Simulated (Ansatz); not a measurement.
# C2H10NSbSi: small, medium and large basis sets

Aim: see how fast density functionals converge with the basis set for C2H10NSbSi.

Method: one geometry, several basis sets; program: Ansatz 0.2.0, Gaussian basis.

The runs, in order: PBE0-D4/def2-SVP; ωB97M-V/def2-SVP; PBE0-D4/def2-QZVPP; ωB97M-V/def2-QZVPP; the functionals' def2-TZVPP values are taken from earlier runs.

## (1) The relaxed structure

The geometry comes from an earlier relaxation with PBE0-D4 in a triple-zeta def2 set; it is a stationary point, not always the lowest conformer. Sb takes the def2 core potential; no spin-orbit term is included.

SMILES `C[N](C)[SbH][SiH3]`, 15 atoms, charge 0, spin multiplicity 1.

Atoms are counted from 1 here; the program's logs count them from 0.

Bond lengths: C1–N2 1.447 Å, C1–H6 1.103 Å, C1–H7 1.093 Å, C1–H8 1.097 Å, N2–C3 1.443 Å, N2–Sb4 2.042 Å, C3–H9 1.091 Å, C3–H10 1.098 Å, C3–H11 1.103 Å, Sb4–Si5 2.579 Å, Sb4–H12 1.727 Å, Si5–H13 1.487 Å, Si5–H14 1.489 Å, Si5–H15 1.487 Å. Angles: N2–C1–H6 113.7°, N2–C1–H7 110.7°, N2–C1–H8 109.5°, H6–C1–H7 108.0°, H6–C1–H8 107.2°, H7–C1–H8 107.5°, C1–N2–C3 111.7°, C1–N2–Sb4 114.1°, C3–N2–Sb4 118.1°, N2–C3–H9 110.9°, N2–C3–H10 109.6°, N2–C3–H11 113.3°, H9–C3–H10 107.6°, H9–C3–H11 107.8°, H10–C3–H11 107.4°, N2–Sb4–Si5 96.3°, N2–Sb4–H12 98.0°, Si5–Sb4–H12 90.7° and more.

## (2) PBE0-D4 in def2-SVP

in.yaml

```yaml
crystal:
  periodic: [false, false, false]
  atoms:
    - {symbol: C, position_ang: [0.137782, 1.150092, 1.950345]}
    - {symbol: N, position_ang: [0.225761, 0.477177, 0.672196]}
    - {symbol: C, position_ang: [0.762386, -0.855963, 0.806776]}
    - {symbol: Sb, position_ang: [-1.408341, 0.741185, -0.524226]}
    - {symbol: Si, position_ang: [-0.328483, -0.168049, -2.682372]}
    - {symbol: H, position_ang: [-0.491302, 0.621763, 2.686800]}
    - {symbol: H, position_ang: [-0.261373, 2.159755, 1.828621]}
    - {symbol: H, position_ang: [1.140534, 1.241597, 2.386084]}
    - {symbol: H, position_ang: [0.901864, -1.319535, -0.171229]}
    - {symbol: H, position_ang: [1.743763, -0.809935, 1.296044]}
    - {symbol: H, position_ang: [0.124177, -1.525415, 1.408599]}
    - {symbol: H, position_ang: [-2.166900, -0.783621, -0.235075]}
    - {symbol: H, position_ang: [0.672460, 0.812695, -3.178730]}
    - {symbol: H, position_ang: [-1.409131, -0.303472, -3.697275]}
    - {symbol: H, position_ang: [0.334801, -1.489074, -2.517057]}
basis:
  gaussian: {orbitals: def2-SVP}
hamiltonian: {xc: pbe0, dispersion: d4}
output: {orbitals: {seedname: orbitals}}
```

Launch:

```
$ ansatz run in.yaml --threads 4 --pin off --events-out ev --progress --plain --max-ram 11315MiB
```

Further steps of the session: ωB97M-V in def2-SVP; PBE0-D4 in def2-QZVPP; ωB97M-V in def2-QZVPP.

Before running them: what should the planned runs give, taken together? Wanted: PBE0-D4: double and triple zeta above quadruple; ωB97M-V: double and triple zeta above quadruple.

As calculated:

```
                                       quantity          value
PBE0-D4: double and triple zeta above quadruple  7.73, 0.55 eV
ωB97M-V: double and triple zeta above quadruple  8.01, 0.53 eV
```

In words: PBE0-D4 gains 7.18 eV from double to triple zeta, then 0.55 eV more. Total energies overstate the basis error of differences, where much of it tends to cancel. The LUMO of ωB97M-V is positive and keeps falling with the basis (1.30 to 0.77 eV): an unbound level that the basis holds in place.
